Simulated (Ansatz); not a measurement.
# HfIr2: the cost of one run

Computed with Ansatz 0.2.0 (DFT PBE, scalar-relativistic, plane waves, PAW, unless a step's input says otherwise).

1 further run of the same task is left out (it didn't finish).

## Step 1: The system as given

The structure is tetragonal, space group P4/nmm (No. 129). The conventional cell has a = 3.832 Å, b = 3.832 Å, c = 5.846 Å, α = 90.00°, β = 90.00°, γ = 90.00°. Around Hf (site symmetry 4mm) lie 9 Ir at 2.51 to 2.72 Å. Ir (site symmetry -4m2) is surrounded by 8 Ir at 2.48 to 2.71 Å and 4 Hf at 2.60 Å. Ir (site symmetry 4mm) is surrounded by 4 Ir at 2.48 Å and 5 Hf at 2.51 to 2.72 Å.

Structure file:

```cif
data_structure
_symmetry_space_group_name_H-M 'P4/nmm:1'
_symmetry_Int_Tables_number 129
_cell_length_a 3.8317
_cell_length_b 3.8317
_cell_length_c 5.8464
_cell_angle_alpha 90.000
_cell_angle_beta 90.000
_cell_angle_gamma 90.000
_cell_volume 85.83
loop_
_atom_site_label
_atom_site_type_symbol
_atom_site_symmetry_multiplicity
_atom_site_Wyckoff_symbol
_atom_site_fract_x
_atom_site_fract_y
_atom_site_fract_z
_atom_site_occupancy
Hf1 Hf 2 c 0.00000 0.50000 0.70000 1
Ir1 Ir 2 a 0.00000 0.00000 0.00000 1
Ir2 Ir 2 c 0.00000 0.50000 0.27000 1
```

(A quick probe on a coarse mesh, which set the mesh and smearing, is not shown.)

## Step 3: Rough relaxation on the coarse mesh

Contents of input.yaml:

```yaml
crystal:
  lattice:
    - [3.8316718396, 0.0, 0.0]
    - [0.0, 3.8316718396, 0.0]
    - [0.0, 0.0, 5.8463710359]
  atoms:
    - { symbol: Hf, position: [0.0, 0.5, 0.7] }
    - { symbol: Hf, position: [0.5, 0.0, 0.3] }
    - { symbol: Ir, position: [0.0, 0.0, 0.0] }
    - { symbol: Ir, position: [0.5, 0.5, 0.0] }
    - { symbol: Ir, position: [0.0, 0.5, 0.27] }
    - { symbol: Ir, position: [0.5, 0.0, 0.73] }
basis:
  ecutwfc: 420
kpoints:
  mp_grid: { grid: [4, 4, 4] }
hamiltonian:
  xc: pbe
scf:
  occupations: { method: gaussian, width: 0.1 }
  lower_state_search: "off"
output:
  forces: true
  stress: true
  eigenvalues: true
relax:
  adjacent_minimum: "off"
  f_tol: 0.04
  max_steps: 70
  cell: { stress_tol: 0.4 }
```

Run with:

```console
$ ansatz run input.yaml --threads 1 --pin off --max-ram 2560MiB --backend cpu --events-out ev --progress --plain --runs-dir out
```

What time and memory should one allow on 1 thread of Intel Xeon 6975P-C (Granite Rapids), shared host?

About 54 s, with a peak of 0.51 GiB.
